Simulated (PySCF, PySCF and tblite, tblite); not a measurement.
# C10H12O: conformers and averaged spectra, part 2 of 3

PySCF and tblite. Atoms count from 0.

### Step 5. Shieldings, conformer 1: PBE0/6-31G*

Job settings and geometry (Å):

```
{"job": {"xc": "PBE0", "basis": "6-31G*", "kind": "nmr", "pop": true}, "charge": 0, "multiplicity": 1}
C     -3.789341     0.960477    -0.340558
C     -2.785856    -0.069588     0.159498
C     -1.355607     0.306550    -0.218315
C     -0.352940    -0.715425     0.275580
O     -0.695609    -1.700326     0.891610
C      1.081921    -0.460349    -0.028820
C      2.011737    -1.398539     0.422190
C      3.360686    -1.232186     0.179336
C      3.803022    -0.121322    -0.520661
C      2.889927     0.817405    -0.973812
C      1.538256     0.653482    -0.732007
H     -3.582137     1.938960     0.088459
H     -4.799719     0.672503    -0.061357
H     -3.745620     1.045684    -1.424669
H     -2.853843    -0.158217     1.245116
H     -3.017655    -1.049440    -0.261450
H     -1.099896     1.279400     0.209721
H     -1.264889     0.384749    -1.304948
H      1.645806    -2.256708     0.966044
H      4.068462    -1.966282     0.534712
H      4.857084     0.014383    -0.713157
H      3.234682     1.683653    -1.519374
H      0.846778     1.398120    -1.094352
```

What it wrote:

```text
coarse grid: 19392 points
cycle   1  E = -462.9049159174  dE =  1.805e+00  |g| = 8.413e-01  |ddm| = 4.686e+00
cycle   2  E = -462.5250331989  dE =  3.799e-01  |g| = 1.617e+00  |ddm| = 2.642e+00
cycle   3  E = -463.0515871523  dE = -5.266e-01  |g| = 2.199e-01  |ddm| = 1.988e+00
cycle   4  E = -463.0630791377  dE = -1.149e-02  |g| = 5.763e-02  |ddm| = 2.876e-01
cycle   5  E = -463.0637761125  dE = -6.970e-04  |g| = 2.142e-02  |ddm| = 7.358e-02
cycle   6  E = -463.0638889223  dE = -1.128e-04  |g| = 6.672e-03  |ddm| = 2.635e-02
cycle   7  E = -463.0639005327  dE = -1.161e-05  |g| = 1.975e-03  |ddm| = 8.569e-03
cycle   8  E = -463.0639014598  dE = -9.271e-07  |g| = 4.661e-04  |ddm| = 2.996e-03
final grid: 187752 points
cycle   9  E = -462.9668538692  dE = -5.135e-05  |g| = 1.226e-02  |ddm| = 4.565e-02
cycle  10  E = -462.9668058126  dE =  4.806e-05  |g| = 1.980e-02  |ddm| = 3.057e-02
cycle  11  E = -462.9668881026  dE = -8.229e-05  |g| = 3.831e-03  |ddm| = 2.061e-02
cycle  12  E = -462.9668911647  dE = -3.062e-06  |g| = 3.643e-04  |ddm| = 3.758e-03
cycle  13  E = -462.9668911896  dE = -2.490e-08  |g| = 1.923e-04  |ddm| = 6.338e-04
cycle  14  E = -462.9668911994  dE = -9.796e-09  |g| = 5.846e-05  |ddm| = 2.775e-04
cycle  15  E = -462.9668912003  dE = -9.077e-10  |g| = 1.637e-05  |ddm| = 7.345e-05
converged SCF energy = -462.9668912003

GIAO shielding tensors (ppm)
atom      isotropic    diamagn.    paramagn.     s11        s22        s33       span
  0 C      180.993     245.970     -64.977    172.384    175.390    195.206     22.822
  1 C      176.454     243.195     -66.741    171.418    175.606    182.339     10.921
  2 C      154.493     255.631    -101.138    135.706    145.134    182.640     46.934
  3 C        7.296     248.540    -241.244    -69.606    -19.716    111.209    180.815
  4 O     -236.569     399.793    -636.362   -796.382   -315.009    401.683   1198.065
  5 C       66.971     254.429    -187.458    -14.217     40.766    174.364    188.581
  6 C       71.710     260.801    -189.091    -24.107     44.728    194.510    218.618
  7 C       73.505     256.809    -183.305    -22.697     57.157    186.053    208.750
  8 C       69.694     255.355    -185.660    -29.370     51.633    186.820    216.189
  9 C       74.425     257.139    -182.714    -21.794     59.527    185.543    207.337
 10 C       73.536     265.365    -191.830    -15.600     49.962    186.246    201.846
 11 H       31.469      29.360       2.108     27.534     29.812     37.060      9.525
 12 H       31.070      28.129       2.941     26.224     28.953     38.034     11.810
 13 H       31.470      29.269       2.201     27.538     29.814     37.058      9.519
 14 H       30.409      31.216      -0.808     25.185     30.389     35.653     10.468
 15 H       30.401      31.121      -0.720     25.163     30.389     35.651     10.488
 16 H       29.425      35.069      -5.644     24.656     29.853     33.765      9.109
 17 H       29.433      34.780      -5.347     24.680     29.873     33.746      9.065
 18 H       23.883      32.877      -8.994     19.016     24.102     28.531      9.515
 19 H       24.778      26.680      -1.902     21.034     25.404     27.895      6.861
 20 H       24.780      24.984      -0.205     21.469     25.050     27.820      6.351
 21 H       24.884      28.917      -4.033     21.150     25.244     28.258      7.109
 22 H       24.408      36.400     -11.992     19.881     23.227     30.117     10.236
```

Wall time 38 s (1 thread of Intel Xeon 6975P-C, shared host); peak memory 0.92 GiB.

In short: HOMO -7.01 eV, LUMO -1.27 eV; dipole 2.75 D.

### Step 6. Shieldings, conformer 2: PBE0/6-31G*

Job settings and geometry (Å):

```
{"job": {"xc": "PBE0", "basis": "6-31G*", "kind": "nmr", "pop": false}, "charge": 0, "multiplicity": 1}
C      3.325000     0.161977    -1.039493
C      2.865054     0.392284     0.394648
C      1.365952     0.678516     0.470517
C      0.524673    -0.558975     0.227100
O      1.009898    -1.665740     0.152576
C     -0.944762    -0.357236     0.096400
C     -1.714352    -1.459184    -0.279681
C     -3.084389    -1.353102    -0.415252
C     -3.709222    -0.140638    -0.172059
C     -2.956719     0.959813     0.206015
C     -1.584143     0.857438     0.339223
H      4.393138    -0.039204    -1.067485
H      3.123877     1.037895    -1.654064
H      2.804400    -0.690480    -1.467506
H      3.083413    -0.496153     0.989282
H      3.412346     1.234377     0.824270
H      1.093452     1.444935    -0.258179
H      1.109411     1.052472     1.465869
H     -1.209004    -2.396184    -0.461698
H     -3.667032    -2.213971    -0.708182
H     -4.780815    -0.052429    -0.274331
H     -3.444128     1.904315     0.399117
H     -1.020799     1.726262     0.642051
```

What it wrote:

```text
coarse grid: 19392 points
cycle   1  E = -462.9048157790  dE =  1.807e+00  |g| = 8.392e-01  |ddm| = 4.678e+00
cycle   2  E = -462.5238465661  dE =  3.810e-01  |g| = 1.616e+00  |ddm| = 2.647e+00
cycle   3  E = -463.0506961609  dE = -5.268e-01  |g| = 2.218e-01  |ddm| = 2.005e+00
cycle   4  E = -463.0623419548  dE = -1.165e-02  |g| = 5.771e-02  |ddm| = 2.885e-01
cycle   5  E = -463.0630484973  dE = -7.065e-04  |g| = 2.022e-02  |ddm| = 7.125e-02
cycle   6  E = -463.0631471090  dE = -9.861e-05  |g| = 7.025e-03  |ddm| = 2.579e-02
cycle   7  E = -463.0631604098  dE = -1.330e-05  |g| = 1.752e-03  |ddm| = 8.859e-03
cycle   8  E = -463.0631611139  dE = -7.042e-07  |g| = 4.775e-04  |ddm| = 2.747e-03
final grid: 187752 points
cycle   9  E = -462.9663577542  dE = -5.218e-05  |g| = 1.192e-02  |ddm| = 4.838e-02
cycle  10  E = -462.9663133616  dE =  4.439e-05  |g| = 1.914e-02  |ddm| = 2.975e-02
cycle  11  E = -462.9663901511  dE = -7.679e-05  |g| = 3.769e-03  |ddm| = 1.981e-02
cycle  12  E = -462.9663931090  dE = -2.958e-06  |g| = 3.437e-04  |ddm| = 3.730e-03
cycle  13  E = -462.9663931298  dE = -2.082e-08  |g| = 1.909e-04  |ddm| = 5.908e-04
cycle  14  E = -462.9663931396  dE = -9.729e-09  |g| = 5.478e-05  |ddm| = 2.728e-04
cycle  15  E = -462.9663931404  dE = -7.899e-10  |g| = 1.608e-05  |ddm| = 7.024e-05
converged SCF energy = -462.9663931404

GIAO shielding tensors (ppm)
atom      isotropic    diamagn.    paramagn.     s11        s22        s33       span
  0 C      181.062     247.673     -66.611    167.207    180.172    195.808     28.601
  1 C      177.661     241.593     -63.932    170.788    178.665    183.530     12.742
  2 C      156.711     255.312     -98.601    138.794    155.886    175.453     36.659
  3 C        7.570     248.200    -240.629    -68.415    -20.718    111.844    180.259
  4 O     -229.654     399.883    -629.537   -782.941   -313.791    407.769   1190.710
  5 C       66.340     254.939    -188.599    -14.003     39.127    173.895    187.898
  6 C       71.568     261.146    -189.578    -24.059     44.910    193.852    217.911
  7 C       73.491     257.070    -183.578    -22.747     57.184    186.038    208.785
  8 C       69.667     255.493    -185.827    -29.341     51.515    186.826    216.167
  9 C       74.454     256.977    -182.523    -21.666     59.378    185.650    207.315
 10 C       73.681     264.674    -190.993    -15.581     50.009    186.616    202.197
 11 H       31.297      29.064       2.233     27.025     28.348     38.517     11.492
 12 H       31.829      30.306       1.523     27.719     30.306     37.462      9.743
 13 H       30.957      30.119       0.838     25.918     31.472     35.480      9.562
 14 H       29.966      29.997      -0.031     26.737     28.033     35.127      8.390
 15 H       30.933      29.712       1.222     25.636     29.911     37.254     11.618
 16 H       29.466      34.944      -5.478     24.541     29.763     34.094      9.553
 17 H       29.376      33.456      -4.080     23.992     29.958     34.180     10.188
 18 H       23.882      33.145      -9.264     19.062     23.961     28.622      9.560
 19 H       24.769      27.171      -2.403     21.016     25.379     27.911      6.895
 20 H       24.773      25.187      -0.415     21.455     25.071     27.792      6.336
 21 H       24.881      28.562      -3.681     21.150     25.294     28.198      7.048
 22 H       24.414      35.667     -11.253     19.962     23.192     30.086     10.124
```

Wall time 29 s (1 thread of Intel Xeon 6975P-C, shared host); peak memory 0.92 GiB.

This run: HOMO -7.03 eV, LUMO -1.29 eV; dipole 2.77 D.

### Step 7. Shieldings, conformer 3: PBE0/6-31G*

Job settings and geometry (Å):

```
{"job": {"xc": "PBE0", "basis": "6-31G*", "kind": "nmr", "pop": false}, "charge": 0, "multiplicity": 1}
C      2.731085    -0.550646     0.198870
C      1.842333    -0.599148    -1.037597
C      1.317002     0.792660    -1.404702
C      0.480661     1.393735    -0.294694
O      0.787830     2.434320     0.242508
C     -0.721551     0.631467     0.134288
C     -1.443626    -0.201634    -0.717575
C     -2.554968    -0.878657    -0.249693
C     -2.955687    -0.739171     1.069278
C     -2.249365     0.094074     1.921484
C     -1.144557     0.779344     1.454927
H      3.119560    -1.540231     0.428348
H      2.168910    -0.193549     1.059049
H      3.571064     0.121511     0.039249
H      2.413741    -0.991618    -1.881856
H      1.004254    -1.274968    -0.855616
H      0.714228     0.734458    -2.313341
H      2.155536     1.466197    -1.592749
H     -1.158547    -0.305636    -1.753577
H     -3.112930    -1.518619    -0.917562
H     -3.821615    -1.274652     1.429620
H     -2.563447     0.210679     2.948041
H     -0.584665     1.437068     2.103380
```

What it wrote:

```text
coarse grid: 19392 points
cycle   1  E = -462.9031984374  dE =  1.811e+00  |g| = 8.383e-01  |ddm| = 4.648e+00
cycle   2  E = -462.5423297657  dE =  3.609e-01  |g| = 1.591e+00  |ddm| = 2.540e+00
cycle   3  E = -463.0472817239  dE = -5.050e-01  |g| = 2.265e-01  |ddm| = 1.907e+00
cycle   4  E = -463.0594404455  dE = -1.216e-02  |g| = 6.028e-02  |ddm| = 2.974e-01
cycle   5  E = -463.0601944579  dE = -7.540e-04  |g| = 2.311e-02  |ddm| = 7.662e-02
cycle   6  E = -463.0603270446  dE = -1.326e-04  |g| = 7.030e-03  |ddm| = 2.834e-02
cycle   7  E = -463.0603399858  dE = -1.294e-05  |g| = 1.931e-03  |ddm| = 8.824e-03
cycle   8  E = -463.0603408528  dE = -8.670e-07  |g| = 4.917e-04  |ddm| = 2.855e-03
final grid: 187752 points
cycle   9  E = -462.9625940619  dE = -4.394e-05  |g| = 1.244e-02  |ddm| = 3.811e-02
cycle  10  E = -462.9625344692  dE =  5.959e-05  |g| = 2.126e-02  |ddm| = 3.126e-02
cycle  11  E = -462.9626290948  dE = -9.463e-05  |g| = 3.579e-03  |ddm| = 2.145e-02
cycle  12  E = -462.9626318001  dE = -2.705e-06  |g| = 3.883e-04  |ddm| = 3.407e-03
cycle  13  E = -462.9626318292  dE = -2.912e-08  |g| = 2.017e-04  |ddm| = 6.401e-04
cycle  14  E = -462.9626318404  dE = -1.115e-08  |g| = 5.079e-05  |ddm| = 2.791e-04
cycle  15  E = -462.9626318410  dE = -6.492e-10  |g| = 1.589e-05  |ddm| = 6.500e-05
converged SCF energy = -462.9626318410

GIAO shielding tensors (ppm)
atom      isotropic    diamagn.    paramagn.     s11        s22        s33       span
  0 C      182.311     248.455     -66.144    172.346    179.930    194.658     22.313
  1 C      173.538     245.730     -72.191    167.156    172.928    180.531     13.376
  2 C      154.405     251.024     -96.619    137.575    154.632    171.008     33.433
  3 C        1.678     247.050    -245.372    -72.316    -32.500    109.850    182.166
  4 O     -280.847     398.051    -678.897   -864.440   -332.868    354.769   1219.209
  5 C       66.166     257.382    -191.216    -16.101     40.023    174.575    190.676
  6 C       73.585     263.800    -190.215    -14.279     50.163    184.872    199.150
  7 C       74.778     257.296    -182.518    -20.808     58.815    186.328    207.135
  8 C       70.423     256.222    -185.799    -28.033     52.280    187.021    215.054
  9 C       73.097     257.368    -184.271    -23.694     56.316    186.668    210.362
 10 C       71.426     260.427    -189.002    -24.908     49.616    189.568    214.476
 11 H       31.556      30.441       1.115     27.125     28.711     38.833     11.707
 12 H       31.629      31.763      -0.135     26.012     32.858     36.016     10.004
 13 H       31.548      30.776       0.771     27.747     29.096     37.801     10.054
 14 H       30.640      31.125      -0.485     26.094     28.951     36.874     10.780
 15 H       30.422      32.722      -2.300     25.708     29.555     36.004     10.296
 16 H       29.060      31.866      -2.806     25.585     28.859     32.738      7.153
 17 H       30.025      31.774      -1.749     27.203     28.702     34.169      6.966
 18 H       24.622      34.374      -9.752     21.005     23.304     29.557      8.552
 19 H       24.895      28.884      -3.989     21.232     25.380     28.071      6.840
 20 H       24.772      26.433      -1.661     21.447     25.210     27.658      6.211
 21 H       24.768      27.872      -3.104     21.117     25.377     27.811      6.693
 22 H       24.267      32.449      -8.183     20.362     23.906     28.531      8.169
```

It took 29 s on 1 thread of Intel Xeon 6975P-C, shared host; peak memory 0.92 GiB.

Key values: HOMO -6.85 eV, LUMO -1.16 eV; dipole 3.04 D.

### Step 8. Shieldings, conformer 4: PBE0/6-31G*

Job settings and geometry (Å):

```
{"job": {"xc": "PBE0", "basis": "6-31G*", "kind": "nmr", "pop": false}, "charge": 0, "multiplicity": 1}
C      3.314702    -0.252262    -0.862269
C      2.053837    -0.240354    -0.007032
C      1.453543     1.167397     0.079482
C      0.201110     1.171011     0.928184
O      0.163371     1.737044     1.998494
C     -0.970404     0.409206     0.420549
C     -1.167253     0.101684    -0.924463
C     -2.284753    -0.611155    -1.318596
C     -3.215307    -1.030326    -0.381459
C     -3.033056    -0.723456     0.957340
C     -1.922529    -0.004297     1.353065
H      4.065139     0.417200    -0.448234
H      3.092528     0.068983    -1.877783
H      3.734202    -1.254510    -0.903665
H      1.318413    -0.929234    -0.428231
H      2.293587    -0.585784     1.000890
H      1.226470     1.534693    -0.922778
H      2.175448     1.844981     0.539276
H     -0.464454     0.432596    -1.673596
H     -2.432591    -0.840754    -2.363806
H     -4.083178    -1.590852    -0.696278
H     -3.758920    -1.043477     1.690003
H     -1.764656     0.248652     2.390988
```

What it wrote:

```text
coarse grid: 19392 points
cycle   1  E = -462.9043198609  dE =  1.804e+00  |g| = 8.383e-01  |ddm| = 4.649e+00
cycle   2  E = -462.5395528079  dE =  3.648e-01  |g| = 1.597e+00  |ddm| = 2.589e+00
cycle   3  E = -463.0484759568  dE = -5.089e-01  |g| = 2.229e-01  |ddm| = 1.948e+00
cycle   4  E = -463.0603169024  dE = -1.184e-02  |g| = 5.958e-02  |ddm| = 2.955e-01
cycle   5  E = -463.0610526231  dE = -7.357e-04  |g| = 2.338e-02  |ddm| = 7.804e-02
cycle   6  E = -463.0611885480  dE = -1.359e-04  |g| = 6.751e-03  |ddm| = 2.793e-02
cycle   7  E = -463.0612001609  dE = -1.161e-05  |g| = 2.143e-03  |ddm| = 8.674e-03
cycle   8  E = -463.0612012646  dE = -1.104e-06  |g| = 4.734e-04  |ddm| = 3.114e-03
final grid: 187752 points
cycle   9  E = -462.9636262766  dE = -4.501e-05  |g| = 1.222e-02  |ddm| = 3.779e-02
cycle  10  E = -462.9635704031  dE =  5.587e-05  |g| = 2.068e-02  |ddm| = 3.085e-02
cycle  11  E = -462.9636601023  dE = -8.970e-05  |g| = 3.575e-03  |ddm| = 2.142e-02
cycle  12  E = -462.9636627872  dE = -2.685e-06  |g| = 3.972e-04  |ddm| = 3.450e-03
cycle  13  E = -462.9636628192  dE = -3.198e-08  |g| = 1.925e-04  |ddm| = 6.639e-04
cycle  14  E = -462.9636628291  dE = -9.932e-09  |g| = 5.626e-05  |ddm| = 2.721e-04
cycle  15  E = -462.9636628299  dE = -8.079e-10  |g| = 1.666e-05  |ddm| = 7.238e-05
converged SCF energy = -462.9636628299

GIAO shielding tensors (ppm)
atom      isotropic    diamagn.    paramagn.     s11        s22        s33       span
  0 C      179.663     246.102     -66.439    170.723    172.590    195.675     24.952
  1 C      172.139     247.807     -75.667    163.671    171.118    181.629     17.958
  2 C      152.825     252.345     -99.519    129.545    151.641    177.290     47.745
  3 C        3.591     247.332    -243.740    -72.293    -26.617    109.684    181.978
  4 O     -259.070     397.575    -656.645   -819.540   -318.704    361.035   1180.576
  5 C       66.504     256.508    -190.004    -16.320     40.971    174.862    191.182
  6 C       73.451     264.994    -191.543    -13.822     49.771    184.405    198.228
  7 C       74.540     257.687    -183.147    -21.623     59.365    185.878    207.501
  8 C       70.149     256.158    -186.009    -28.481     52.042    186.885    215.366
  9 C       73.151     257.070    -183.919    -23.433     56.460    186.425    209.858
 10 C       71.003     259.976    -188.974    -25.179     46.889    191.298    216.476
 11 H       31.324      29.467       1.857     26.991     29.652     37.329     10.338
 12 H       31.342      29.939       1.403     27.111     30.300     36.615      9.504
 13 H       31.163      29.210       1.953     26.817     28.463     38.208     11.390
 14 H       30.460      33.661      -3.202     24.831     30.196     36.352     11.521
 15 H       30.754      32.575      -1.822     25.921     30.752     35.588      9.667
 16 H       29.195      33.455      -4.261     26.405     29.957     31.223      4.818
 17 H       29.940      32.488      -2.548     26.434     29.525     33.861      7.428
 18 H       24.584      35.797     -11.212     20.701     23.223     29.829      9.128
 19 H       24.897      29.636      -4.739     21.202     25.233     28.256      7.054
 20 H       24.788      26.226      -1.438     21.482     25.139     27.744      6.262
 21 H       24.780      27.110      -2.330     21.120     25.434     27.784      6.664
 22 H       24.166      32.080      -7.913     19.881     24.132     28.486      8.604
```

It took 32 s on 1 thread of Intel Xeon 6975P-C, shared host; peak memory 0.92 GiB.

In short: HOMO -6.86 eV, LUMO -1.21 eV; dipole 3.03 D.

(Part 2 of 3 ends here.)
